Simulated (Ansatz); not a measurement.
# CH2F2OSi: how energies converge with the basis set

Aim: see how fast density functionals converge with the basis set for CH2F2OSi.

Method: one geometry, several basis sets; program: Ansatz 0.2.0, Gaussian basis.

Levels to be run: PBE0-D4/def2-SVP; ωB97M-V/def2-SVP; PBE0-D4/def2-QZVPP; ωB97M-V/def2-QZVPP; the functionals' def2-TZVPP values are taken from earlier runs.

**1. The geometry**

The geometry comes from an earlier relaxation with PBE0-D4 in a triple-zeta def2 set; it is a stationary point, not always the lowest conformer.

SMILES `F[Si]1(F)CO1`, 7 atoms, charge 0, spin multiplicity 1.

Atoms are counted from 1 here; the program's logs count them from 0.

Bond lengths: F1–Si2 1.571 Å, Si2–F3 1.571 Å, Si2–C4 1.775 Å, Si2–O5 1.614 Å, C4–O5 1.536 Å, C4–H6 1.087 Å, C4–H7 1.087 Å. Angles: F1–Si2–F3 105.9°, F1–Si2–C4 125.0°, F1–Si2–O5 119.3°, F3–Si2–C4 125.0°, F3–Si2–O5 119.3°, C4–Si2–O5 53.7°, Si2–C4–O5 57.8°, Si2–C4–H6 122.7°, Si2–C4–H7 122.7°, O5–C4–H6 111.4°, O5–C4–H7 111.4°, H6–C4–H7 113.5°, Si2–O5–C4 68.5°.

**2. PBE0-D4 in def2-SVP**

Input file in.yaml:

```yaml
crystal:
  periodic: [false, false, false]
  atoms:
    - {symbol: F, position_ang: [0.724113, -1.240907, 1.605406]}
    - {symbol: Si, position_ang: [0.126651, -0.777322, 0.227888]}
    - {symbol: F, position_ang: [-0.553653, -2.048626, -0.396931]}
    - {symbol: C, position_ang: [-0.267961, 0.899958, -0.196891]}
    - {symbol: O, position_ang: [0.995020, 0.198920, -0.720056]}
    - {symbol: H, position_ang: [-0.018707, 1.742526, 0.442694]}
    - {symbol: H, position_ang: [-0.944264, 1.157450, -1.007710]}
basis:
  gaussian: {orbitals: def2-SVP}
hamiltonian: {xc: pbe0, dispersion: d4}
output: {orbitals: {seedname: orbitals}}
```

Run with:

```
$ ansatz run in.yaml --threads 2 --pin off --events-out ev --progress --plain --max-ram 4352MiB
```

The runs that follow: ωB97M-V in def2-SVP; PBE0-D4 in def2-QZVPP; ωB97M-V in def2-QZVPP.

Q: Predict the results of all the runs planned. Wanted: PBE0-D4: double and triple zeta above quadruple; ωB97M-V: double and triple zeta above quadruple.

As calculated:

```
                                       quantity           value
PBE0-D4: double and triple zeta above quadruple  14.71, 0.77 eV
ωB97M-V: double and triple zeta above quadruple  14.87, 0.72 eV
```

**Reading.** For PBE0-D4 the step from double to triple zeta gains 13.94 eV and the next only 0.77 eV. These are total energies; as a rule much of such shifts cancels in differences, which this series doesn't test. The LUMO of ωB97M-V is positive and keeps falling with the basis (2.07 to 1.24 eV): an unbound level that the basis holds in place.
